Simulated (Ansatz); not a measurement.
# EuPd3Si2: the cost of one run

Program: Ansatz 0.2.0. Level of theory: DFT PBE+U (U_eff = 6 eV on Eu 4f), scalar-relativistic, plane waves, PAW. These are calculated values, not measurements.

## Step 1: The structure to begin with

The structure is orthorhombic, space group Imma (No. 74). The conventional cell has a = 7.148 Å, b = 10.074 Å, c = 5.751 Å, α = 90.00°, β = 90.00°, γ = 90.00°. Around Eu (site symmetry mm2) lie 12 Pd at 3.17 to 3.67 Å and 6 Si at 3.21 to 3.50 Å and 2 Eu at 3.60 Å. Around Pd (site symmetry 2) lie 4 Si at 2.46 to 2.49 Å. Pd (site symmetry 2/m) has 4 Si at 2.51 Å as nearest neighbours. Si (site symmetry m) has 6 Pd at 2.46 to 2.51 Å and 1 Si at 2.65 Å and 3 Eu at 3.21 to 3.50 Å as nearest neighbours.

Structure file:

```
CELL_PARAMETERS angstrom
-3.57415 5.03715 2.87530
3.57415 -5.03715 2.87530
3.57415 5.03715 -2.87530
ATOMIC_POSITIONS crystal
Eu 0.96540 0.71540 0.25000
Eu 0.03460 0.28460 0.75000
Pd 0.00000 0.29500 0.29500
Pd 0.00000 0.70500 0.70500
Pd 0.50000 0.70500 0.20500
Pd 0.50000 0.29500 0.79500
Pd 0.50000 0.50000 0.50000
Pd 0.50000 0.00000 0.00000
Si 0.26380 0.18520 0.07860
Si 0.73620 0.81480 0.92140
Si 0.60660 0.18520 0.42140
Si 0.39340 0.81480 0.57860
```

The moments start at Eu 7.00 μB.

## Step 2: A coarse mesh, to find the state of the open shells

The input, input.yaml:

```yaml
crystal:
  lattice:
    - [-3.57415, 5.03715, 2.8753]
    - [3.57415, -5.03715, 2.8753]
    - [3.57415, 5.03715, -2.8753]
  atoms:
    - { symbol: Eu, position: [0.9654, 0.7154, 0.25], spin: 7.0 }
    - { symbol: Eu, position: [0.0346, 0.2846, 0.75], spin: 7.0 }
    - { symbol: Pd, position: [0.0, 0.295, 0.295] }
    - { symbol: Pd, position: [0.0, 0.705, 0.705] }
    - { symbol: Pd, position: [0.5, 0.705, 0.205] }
    - { symbol: Pd, position: [0.5, 0.295, 0.795] }
    - { symbol: Pd, position: [0.5, 0.5, 0.5] }
    - { symbol: Pd, position: [0.5, 0.0, 0.0] }
    - { symbol: Si, position: [0.2638, 0.1852, 0.0786] }
    - { symbol: Si, position: [0.7362, 0.8148, 0.9214] }
    - { symbol: Si, position: [0.6066, 0.1852, 0.4214] }
    - { symbol: Si, position: [0.3934, 0.8148, 0.5786] }
basis:
  ecutwfc: 420
  ecutrho_ratio: 4
kpoints:
  mp_grid: { grid: [3, 3, 3] }
hamiltonian:
  xc: pbe
  hubbard: { sites: [{ species: Eu, l: f, u_eff: 6.0 }] }
scf:
  occupations: { method: gaussian, width: 0.05 }
output:
  forces: true
  stress: true
  eigenvalues: true
  populations: true
  hubbard: { sites: [{ species: Eu, l: f }] }
magnetization:
  spin_polarized: true
```

On the command line:

```bash
$ ansatz run input.yaml --threads 8 --pin off --max-ram 22528MiB --backend cpu --events-out ev --progress --plain --runs-dir out
```

**Question.** How long does this run take on 8 threads of Intel Xeon Platinum 8488C (Sapphire Rapids), shared host, and how much memory does it need?

About 11 s, with a peak of 1.3 GiB.
